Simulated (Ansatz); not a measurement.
**BH3OSe (SMILES B[Se]O): a rigid scan of the angle Se2–O3–H6**

An exercise on one series of results from a longer session: the logs are not shown, and one member is left open.

The runs use Ansatz 0.2.0, Gaussian basis; single points in def2-TZVPP.

Levels: PBE-D4, r2SCAN-D4, PBE0-D4, B3LYP-D4, wB97M-V, Hartree-Fock, MP2, CCSD, CCSD(T). The scan takes 77.0, 84.5, 92.0, 99.5, 107.0, 114.5, 122.0, 129.5, 137.0°.

Cores are frozen in the correlated methods. Filled d shells of the heavier atoms are correlated. B3LYP uses VWN-RPA correlation.

35 further runs of the same task are left out: 35 set aside as unsound or not needed.

## Starting geometry

The minimum, relaxed at PBE0-D4: SMILES `B[Se]O`, 6 atoms, charge 0, spin multiplicity 1.

Atoms are counted from 1 here; the program's logs count them from 0.

Bond lengths: B1–Se2 1.875 Å, B1–H4 1.194 Å, B1–H5 1.189 Å, Se2–O3 1.804 Å, O3–H6 0.963 Å. Angles: Se2–B1–H4 114.1°, Se2–B1–H5 121.3°, H4–B1–H5 124.6°, B1–Se2–O3 103.8°, Se2–O3–H6 107.0°.

Geometry (Å):

```xyz
6
BH3OSe
B    -0.9213   -0.0597   -0.6031
Se    0.4785   -1.0523    0.1533
O     1.2395    0.0973    1.3175
H    -1.5837   -0.6698   -1.3866
H    -1.1040    1.0774   -0.3061
H     1.8910    0.6070    0.8250
```

Energies of the minimum (eV), from earlier single points: PBE-D4 -68109.53921, r2SCAN-D4 -68120.77158, PBE0-D4 -68111.68601, B3LYP-D4 -68123.93922, wB97M-V -68117.77353, CCSD(T) -68078.15303.

At the minimum the angle Se2–O3–H6 is 107.0°.

Set-up of the first run:

Contents of ccsdt-tzvpp/in.yaml:

```yaml
crystal:
  periodic: [false, false, false]
  atoms:
    - {symbol: B, position_ang: [-0.129259, 0.563400, -1.190800]}
    - {symbol: Se, position_ang: [1.102896, -0.574384, -0.351670]}
    - {symbol: O, position_ang: [1.239468, 0.097325, 1.317514]}
    - {symbol: H, position_ang: [-0.389385, 0.256532, -2.314678]}
    - {symbol: H, position_ang: [-0.591053, 1.501193, -0.623325]}
    - {symbol: H, position_ang: [1.891030, 0.607035, 0.824958]}
basis:
  gaussian: {orbitals: def2-TZVPP}
correlation: {method: ccsd_t}
```

The command line of these runs was not kept.

Among the steps run: Se2–O3–H6 = 77.0°; Se2–O3–H6 = 84.5°; Se2–O3–H6 = 92.0°; Se2–O3–H6 = 99.5°; Se2–O3–H6 = 107.0°; Se2–O3–H6 = 114.5°; Se2–O3–H6 = 122.0°; Se2–O3–H6 = 129.5°; Se2–O3–H6 = 137.0°.

One of the session's tables, all rows but one given; the rest of the session is left out.

Energies less that of the minimum at the same level (kcal/mol):

| angle (°) | PBE-D4 | PBE0-D4 | B3LYP-D4 | wB97M-V | Hartree-Fock |
| --- | --- | --- | --- | --- | --- |
| 77.0 | 14.1 | 14.9 | 15.8 | 15.5 | 18.8 |
| 84.5 | 7.6 | 8.0 | 8.7 | 8.4 | 10.6 |
| 92.0 | ? | ? | ? | ? | ? |
| 99.5 | 0.7 | 0.8 | 1.0 | 0.9 | 1.4 |
| 107.0 | 0.0 | 0.0 | 0.0 | 0.0 | 0.0 |
| 107.0 (minimum) | 0.0 | 0.0 | 0.0 | 0.0 | 0.0 |
| 114.5 | 0.8 | 0.7 | 0.6 | 0.7 | 0.3 |
| 122.0 | 2.8 | 2.8 | 2.5 | 2.7 | 2.2 |
| 129.5 | 5.9 | 6.0 | 5.5 | 5.8 | 5.3 |
| 137.0 | 9.7 | 9.9 | 9.3 | 9.6 | 9.2 |

Q: Estimate the row for angle (°) = 92.0 from the others.

Worked estimate for «PBE-D4». A straight line through the neighbours (84.5, 7.6) and (99.5, 0.7) gives 7.6 + (0.7 − 7.6) × (92.0 − 84.5) / (99.5 − 84.5) = 4.2; a parabola fitted to 4 rows on both sides gives 3.2.

As computed: PBE-D4: 3.2; PBE0-D4: 3.4; B3LYP-D4: 3.8; wB97M-V: 3.6; Hartree-Fock: 4.9. In «PBE-D4» the line misses by +1.0 and the parabola by 0.0.

Limits of these values: A polynomial through the near points puts the CCSD(T) minimum 0.7° below the PBE0-D4 value.
